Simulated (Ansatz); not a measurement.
I need a relaxation of the ions of LuHg, space group Pm-3m. Use Ansatz 0.2.0 through its Python package. Use: LDA, PAW, cutoff 630 eV, 5×5×5 k-points, Methfessel-Paxton smearing of 0.2 eV.

```xyz
2
Lattice="3.6070 0.0000 0.0000 0.0000 3.6070 0.0000 0.0000 0.0000 3.6070" Properties=species:S:1:pos:R:3 pbc="T T T"
Lu    1.8035    1.8035    1.8035
Hg    0.0000    0.0000    0.0000
```

`luhg_relax.py`:
```python
"""Ionic relaxation of LuHg."""

import warnings

import ansatz as az
from ase import Atoms
from ase.data import atomic_numbers
from ase.neighborlist import neighbor_list
import numpy as np
import spglib

warnings.simplefilter("ignore", az.DeckWarning)

atoms = Atoms(
    ["Lu", "Hg"],
    scaled_positions=[
        [0.5, 0.5, 0.5],
        [0.0, 0.0, 0.0],
    ],
    cell=[
        [3.607, 0.0, 0.0],
        [0.0, 3.607, 0.0],
        [0.0, 0.0, 3.607],
    ],
    pbc=True,
)
crystal = az.Crystal.from_ase(atoms)
# push one atom off its site

model = (
    crystal.move(1, to=[0.04159, -0.04159, 0.04159]).calculation()
    .functional(az.Functional.LDA)
    .pseudopotentials("paw")
    .basis(630)
    .kpoints(5, center="monkhorst-pack")
    .occupations("methfessel_paxton", width=0.2)
    .scf(extra_bands=16)
    .relax(force_tolerance=0.001, max_steps=40)
)
steps = []


def collect(event):
    if event["event"] == "relax_step":
        steps.append(event["data"])


result = model.session().plan().execute(on_event=collect)
summary = result.report
for s in steps:
    flag = "" if s["accepted"] else "  (rejected)"
    print("step %2d  E = %.5f eV  Fmax = %.4f eV/A%s" % (s["step"], s["lagrangian_ev"], s["allowed_force_max_ev_ang"], flag))

first, last = steps[0], steps[-1]
symbols = [site.symbol for site in result.lattice.sites]
print(f"energy gained {first['lagrangian_ev'] - last['lagrangian_ev']:.4f} eV in {len(steps) - 1} steps")

final = Atoms(symbols, positions=last["positions_ang"], cell=result.lattice.cell_ang, pbc=True)
i, j, d = neighbor_list("ijd", final, 4.0)
for atom in range(len(final)):
    near = np.argsort(np.where(i == atom, d, np.inf))[:3]
    print(f"{symbols[atom]}{atom}:", ", ".join(f"{symbols[j[m]]} {d[m]:.3f}" for m in near if i[m] == atom))

fractions = [site.position_frac for site in result.lattice.sites]
numbers = [atomic_numbers[s] for s in symbols]
for tolerance in (1e-3, 1e-2, 1e-1):
    print(f"space group at {tolerance} A:", spglib.get_spacegroup((result.lattice.cell_ang, fractions, numbers), symprec=tolerance))

moved = np.linalg.norm(np.array(last["positions_ang"]) - np.array(first["positions_ang"]), axis=1)
print("displacement by atom (A):", " ".join(f"{s}:{d:.3f}" for s, d in zip(symbols, moved)))

print("%-22s %14.5f eV" % ("F = E - TS", summary["free_energy_ev"]))
print("%-22s %14.5f eV" % ("E", summary["internal_energy_ev"]))
print("%-22s %14.5f eV" % ("Harris-Foulkes", summary["harris_foulkes_ev"]))
print("%-22s %14.5f eV" % ("Fermi level", summary["fermi_energy_ev"]))
```

Running `python luhg_relax.py` prints:
```text
step  1  E = -28016.39173 eV  Fmax = 0.2834 eV/A
step  2  E = -28016.43920 eV  Fmax = 0.0766 eV/A
step  3  E = -28016.44543 eV  Fmax = 0.0027 eV/A
step  4  E = -28016.44543 eV  Fmax = 0.0029 eV/A
step  5  E = -28016.44544 eV  Fmax = 0.0001 eV/A
energy gained 0.0537 eV in 4 steps
Lu0: Hg 3.124, Hg 3.124, Hg 3.124
Hg1: Lu 3.124, Lu 3.124, Lu 3.124
space group at 0.001 A: Pm-3m (221)
space group at 0.01 A: Pm-3m (221)
space group at 0.1 A: Pm-3m (221)
displacement by atom (A): Lu:0.130 Hg:0.130
F = E - TS               -28016.44544 eV
E                        -28016.42896 eV
Harris-Foulkes           -28016.44544 eV
Fermi level                  16.58006 eV
```

These settings explore the input space; cutoff and mesh may be short of convergence. The mesh is modest for a metal, so energies can be off by several to tens of meV an atom and pressures by half a GPa or more; differences at equal mesh fare better. An absolute Fermi energy rests on an arbitrary zero of the periodic potential and has no direct meaning. Energies along a relaxation are free energies. A last row that repeats the one before re-solves the same geometry more tightly. Spin-orbit coupling, which matters for elements this heavy, is left out. The starting cell is as deposited in a crystallographic database; the results hold for this polymorph, which needn't be the stable one. Hardware and time: 24 s on 1 thread of Arm Neoverse V2 (shared host), peak memory 0.48 GiB.

(Lines on the test bed's own set-up are left out of the output.)
